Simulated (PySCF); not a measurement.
**GaBr: bond curves at several levels of theory**

What are the lowest state that PBE0 finds, the bond length, vibrational wavenumber and bond energy of GaBr, and how much do these hang on the method?

Program: PySCF 2.14.0. Level of theory: Ga def2-TZVPP, Br def2-TZVPP, no relativity. These are calculated values, not measurements.

### 1 Input

Settings of the job:

| Quantity | Value |
| --- | --- |
| atoms | Ga, Br |
| charge | 0 |
| basis | Ga def2-TZVPP, Br def2-TZVPP |
| Hamiltonian | no relativity |
| basis functions | 96 |
| electrons treated | 66 |
| masses in u | 68.9256, 78.9183 |
| levels | PBE0, PBE, r²SCAN, M06-2X, MN15, B97-3, TPSSh, CAM-B3LYP, HF, MP2, SCS-MP2, CCSD, CCSD(T) |
| grid | 80 radial by 434 angular points |
| occupations | held fixed by the projection of orbital angular momentum |
| dissociation limit | Ga + Br, each in its ground configuration |
| starting distance in angstrom | 2.320 |
| values of 2S to try | 0, 2 |

On the command line:

```
OMP_NUM_THREADS=2 python dia.py task.json out
```

The runs that follow: The PBE0 curve of the state that the search chose; Excited determinants; PBE; r²SCAN; M06-2X; MN15 (hybrid meta-GGA); B97-3 (global hybrid GGA); TPSSh (hybrid meta-GGA); CAM-B3LYP (range-separated hybrid); RHF (mean field); Correlated methods on the Hartree–Fock reference.

Q: Predict the outcome of this session. Wanted: for each run, Re; ωe; De; μ.

The runs gave:

Lowest PBE0 solution found, without spin–orbit coupling: ¹Σ⁺ (singlet), closed shell. State 2 has its PBE0 minimum 3.28 eV higher. The other levels ran on the lowest alone.

```tsv
level	Re (Å)	ωe (cm⁻¹)	De (eV)	μ (D)
RHF	2.398	258.6	3.24	-2.78
RHF-MP2	2.355	276.9	4.50	n/a
RHF-SCS-MP2	2.367	272.2	4.34	n/a
RHF-CCSD	2.366	273.4	4.20	n/a
RHF-CCSD(T)	2.365	274.0	4.32	n/a
PBE	2.393	256.8	4.50	-2.46
r²SCAN	2.365	269.0	4.49	-2.27
TPSSh	2.381	261.3	4.43	-2.46
PBE0	2.374	265.2	4.39	-2.49
B97-3	2.396	258.3	4.35	-2.68
MN15	2.358	266.8	4.34	-2.41
M06-2X	2.394	263.1	4.30	-2.58
CAM-B3LYP	2.374	264.2	4.27	-2.65
```

De is counted to Ga + Br in their ground configurations. A positive dipole means Ga(−)Br(+).

Differences from CCSD(T) in the same basis:

```tsv
level	Re (mÅ)	ωe (%)
RHF	+33	-5.6
RHF-MP2	-10	+1.0
RHF-SCS-MP2	+2	-0.7
RHF-CCSD	+1	-0.2
PBE	+28	-6.3
r²SCAN	0	-1.8
TPSSh	+16	-4.6
PBE0	+9	-3.2
B97-3	+31	-5.7
MN15	-7	-2.6
M06-2X	+29	-4.0
CAM-B3LYP	+9	-3.6
```

What this shows: Judged by CCSD(T) in the same basis: best bond length r²SCAN (0 mÅ), worst RHF (+33 mÅ); best wavenumber RHF-CCSD (-0.2 %), worst PBE (-6.3 %). Of the levels with a De here, RHF gives the least (3.24 eV) and PBE the most (4.50 eV).

Correlated steps freeze 18 core orbitals.
